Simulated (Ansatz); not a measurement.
# C₂H₃NOSe: small, medium and large basis sets

Aim: see how fast density functionals converge with the basis set for C₂H₃NOSe.

The runs use Ansatz 0.2.0, Gaussian basis; one geometry, several basis sets.

Levels to be run: PBE0-D4/def2-SVP; ωB97M-V/def2-SVP; PBE0-D4/def2-QZVPP; ωB97M-V/def2-QZVPP; the functionals' def2-TZVPP values are taken from earlier runs.

### Step 1. Structure used throughout

An earlier PBE0-D4 in a triple-zeta def2 set relaxation fixed the geometry.

SMILES `NC1[Se]C1=O`, 8 atoms, charge 0, spin multiplicity 1.

Atoms are counted from 1 here; the program's logs count them from 0.

Bond lengths: N1–C2 1.364 Å, N1–H6 1.008 Å, N1–H7 1.009 Å, C2–Se3 2.175 Å, C2–C4 1.458 Å, C2–H8 1.083 Å, Se3–C4 1.886 Å, C4–O5 1.190 Å. Angles: C2–N1–H6 116.6°, C2–N1–H7 116.3°, H6–N1–H7 113.2°, N1–C2–Se3 123.7°, N1–C2–C4 121.4°, N1–C2–H8 116.4°, Se3–C2–C4 58.6°, Se3–C2–H8 105.3°, C4–C2–H8 117.8°, C2–Se3–C4 41.3°, C2–C4–Se3 80.0°, C2–C4–O5 139.3°, Se3–C4–O5 140.4°.

### Step 2. PBE0-D4 in def2-SVP

Input file in.yaml:

```yaml
crystal:
  periodic: [false, false, false]
  atoms:
    - {symbol: N, position_ang: [-0.897845, 0.717190, 0.414890]}
    - {symbol: C, position_ang: [0.138122, -0.169790, 0.418815]}
    - {symbol: Se, position_ang: [0.248943, -1.901546, -0.891910]}
    - {symbol: C, position_ang: [1.092975, -0.228550, -0.681907]}
    - {symbol: O, position_ang: [1.896118, 0.466712, -1.217200]}
    - {symbol: H, position_ang: [-1.689373, 0.489609, 0.995956]}
    - {symbol: H, position_ang: [-1.159511, 1.094488, -0.483064]}
    - {symbol: H, position_ang: [0.462871, -0.525311, 1.388819]}
basis:
  gaussian: {orbitals: def2-SVP}
hamiltonian: {xc: pbe0, dispersion: d4}
output: {orbitals: {seedname: orbitals}}
```

The run is started by

```console
ansatz run in.yaml --threads 4 --pin off --events-out ev --progress --plain --max-ram 10444MiB
```

The runs that follow: ωB97M-V in def2-SVP; PBE0-D4 in def2-QZVPP; ωB97M-V in def2-QZVPP.

Q: Predict the results of all the runs planned. Wanted: PBE0-D4: double and triple zeta above quadruple; ωB97M-V: double and triple zeta above quadruple.

**Answer**, as computed:

| quantity | value |
| --- | --- |
| PBE0-D4: double and triple zeta above quadruple | 16.21, 1.68 eV |
| ωB97M-V: double and triple zeta above quadruple | 16.32, 1.62 eV |

**Reading.** PBE0-D4 gains 14.53 eV from double to triple zeta, then 1.68 eV more. These are total energies; as a rule much of such shifts cancels in differences, which this series doesn't test.
